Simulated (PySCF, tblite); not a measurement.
# C6H10O+ (doublet): geometry, infrared bands and EPR parameters

Aim: predict the infrared bands and EPR parameters of C6H10O+ (doublet) (`CO[CH+][C]1CCC1`).

The runs use tblite 0.8.0 and PySCF 2.14.0, with density-fitted response routines of our own; the level of theory stands in each step. All values are computed, except where a source is named. Atoms count from 0, in the outputs and in this text.

### 1 The starting structure

17 atoms, charge 1, multiplicity 2; geometry from: force field or distance geometry start.

Bonds of the start (Å): C0–O1 1.40, O1–C2 1.36, C2–C3 1.48, C3–C4 1.52, C4–C5 1.52, C5–C6 1.53, C6–C3 1.49, C0–H7 1.11, C0–H8 1.10, C0–H9 1.11, C2–H10 1.10, C4–H11 1.11, C4–H12 1.12, C5–H13 1.08, C5–H14 1.10, C6–H15 1.13, C6–H16 1.10.

### 2 Optimising the geometry with GFN2-xTB

The job: settings as JSON, then the geometry in Å.

```
{"job": {"kind": "relax", "xc": "GFN2-xTB", "basis": "xTB"}, "charge": 1, "multiplicity": 2}
C      3.013100     0.345400     0.215200
O      1.785000     0.427500     0.890200
C      0.817500     0.005100     0.039200
C     -0.487900    -0.425100     0.600400
C     -1.447900     0.752400     0.588400
C     -2.196300     0.008700    -0.503700
C     -1.382900    -1.256800    -0.252400
H      3.622600    -0.488600     0.625000
H      2.804700     0.177400    -0.849800
H      3.508000     1.327300     0.391800
H      1.012600     0.017100    -1.041600
H     -1.967200     0.808400     1.564200
H     -0.968100     1.703100     0.246600
H     -3.248400    -0.049800    -0.251000
H     -1.978600     0.338400    -1.534900
H     -1.949900    -1.976200     0.414300
H     -0.943400    -1.702300    -1.151900
```

Command:

```
$ OMP_NUM_THREADS=1 python probes_run.py task.json out
```

This one command runs all jobs of the session in turn.

**Question.** This job is followed by: GFN2-xTB harmonic vibrations, gas phase; UKS B3LYP, pcH-1 on C H O, non-relativistic, mean-field spin-orbit, GIAO. What will the session give for the following? strongest single infrared mode (GFN2-xTB); zero-point energy (GFN2-xTB); g(iso) (B3LYP); ⟨S²⟩; largest a(iso) (averaged by class).

**Answer**, as computed:

| quantity | value |
| --- | --- |
| strongest single infrared mode (GFN2-xTB) | 1282 cm⁻¹, 139 km/mol |
| zero-point energy (GFN2-xTB) | 88.7 kcal/mol |
| g(iso) (B3LYP) | 2.00379 |
| ⟨S²⟩ | 0.753 (exact 0.75) |
| largest a(iso) (averaged by class) | 1H on H11, H12, H15, H16, 91.3 MHz |

**Reading.** Over 98 steps the energy fell by 2.129 eV; of the close pairs, C2–C3 changed most, 1.485 to 1.377 Å. The lowest mode is imaginary (110i cm⁻¹), so the xTB geometry is not a minimum: the zero-point energy counts the real modes alone, and all values at this geometry belong to a saddle point. The strongest single mode, at 1282 cm⁻¹, is carried by H10, O1, C2. Unscaled tight-binding wavenumbers are off by several per cent, some by more. Its intensities can rank the bands wrongly. The largest share of the spin, 0.44 e, sits on C3. The isotropic g lies 1.5 ppt above the free-electron value. The conformer search found further structures of the same energy, which may be mirror or relabelled copies of this one.
